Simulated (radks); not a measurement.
**Sb²⁺ in [Kr] 4d10 5s2 5p0.75 5d0.25: an all-electron calculation**

An exercise on one series of results from a longer session: the logs are not shown, and one member is left open.

Method: scalar-relativistic Kohn-Sham, PBE, spin-unpolarised, spherical densities, finite nucleus. Code: radks (a radial shooting solver on a logarithmic mesh, Libxc functionals) version 1.

### The system

```
element            : antimony (Z = 51)
charge             : +2
electrons          : 49
configuration      : [Kr] 4d10 5s2 5p0.75 5d0.25
nuclear rms radius : 4.6802 fm
```

The first run:

Input:

```text
Z 51
configuration [Kr] 4d10 5s2 5p0.75 5d0.25 6s0 4f0 6p0 6d0
relativity scalar-relativistic
functional pbe,pbe
spin unpolarised
nucleus finite rms 4.6802 fm
c 137.035999084
```

One of the session's tables, all rows but one given; the rest of the session is left out.

It belongs to the step «Radial structure». Sizes of the orbitals, from the radial functions (bohr):

```
level     <r>  outermost maximum (interpolated)  90 % within  nodes
   1s       ?                                 ?            ?      ?
   2s  0.1226                             0.104        0.189      1
   2p  0.1071                            0.0830        0.174      0
   3s  0.3305                             0.300        0.486      2
   3p  0.3287                             0.293        0.494      1
   3d  0.3054                             0.244        0.481      0
   4s  0.7907                             0.723         1.14      3
   4p  0.8519                             0.762         1.25      2
   4d   1.024                             0.846         1.58      1
   5s   2.080                              1.84         3.01      4
   5p   2.485                              2.16         3.64      3
   6s   4.776                              4.48         6.76      5
   5d   3.815                              3.26         5.67      2
   6p   5.670                              5.37         8.03      4
   4f   5.618                              4.95         8.57      0
```

Q: Estimate the row for 1s from the others.

As computed: <r>: 0.02842; outermost maximum (interpolated): 0.0183; 90 % within: 0.0511; nodes: 0. In the column «<r>» it is the lowest.
